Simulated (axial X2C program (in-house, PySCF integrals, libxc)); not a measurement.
# SbSi: EOM-EA-CCSD levels

Aim: EOM-EA-CCSD levels of SbSi, with spin–orbit coupling in the Hamiltonian from the start.

The runs use an in-house X2C program for linear molecules on PySCF integrals; two-component X2C with atomic mean-field terms, Sb dyall-acv3z, Si dyall-av3z.

All values are calculated.

### Step 1. Set-up

File task.json:

```json
{"zs": [51, 14], "q": 0, "bas": ["dyall-acv3z", "dyall-av3z"], "r0": 2.56, "eom": "ea", "thr": -2.0, "nmax": 92, "grid": [1, 0.96, 1.045, 0.92, 1.09, 1.15]}
```

Keys: zs atomic numbers; q charge; bas basis sets; r0 starting distance in Å; eom kind of EOM run; thr threshold in hartree for freezing inner shells (an s shell follows its p shell); nmax most natural virtual spinors; grid distances as factors.

Launch:

```sh
$ python soeom.py task.json out
```

The runs that follow: EOM-EA-CCSD at 2.381 Å.

**Question.** What will these runs give? Wanted: next root led by one particle; T1 of the reference.

As calculated:

```
                     quantity                             value
       lowest root at 2.381 Å                 Ω = 3/2, 8.227 eV
next root led by one particle  Ω = 1/2, about 16990 cm⁻¹ higher
          T1 of the reference                             0.014
```

What this shows: The added electron is bound by 8.23 eV in a spinor of 50% Sb pπ, 38% Si pπ. Errors of 0.1 to 0.3 eV are usual at this size, and roots led by higher excitations are left out, so the list is incomplete, and low states of that kind can be missing. T1 or the largest double amplitude of the reference is raised, which lowers the reliability.
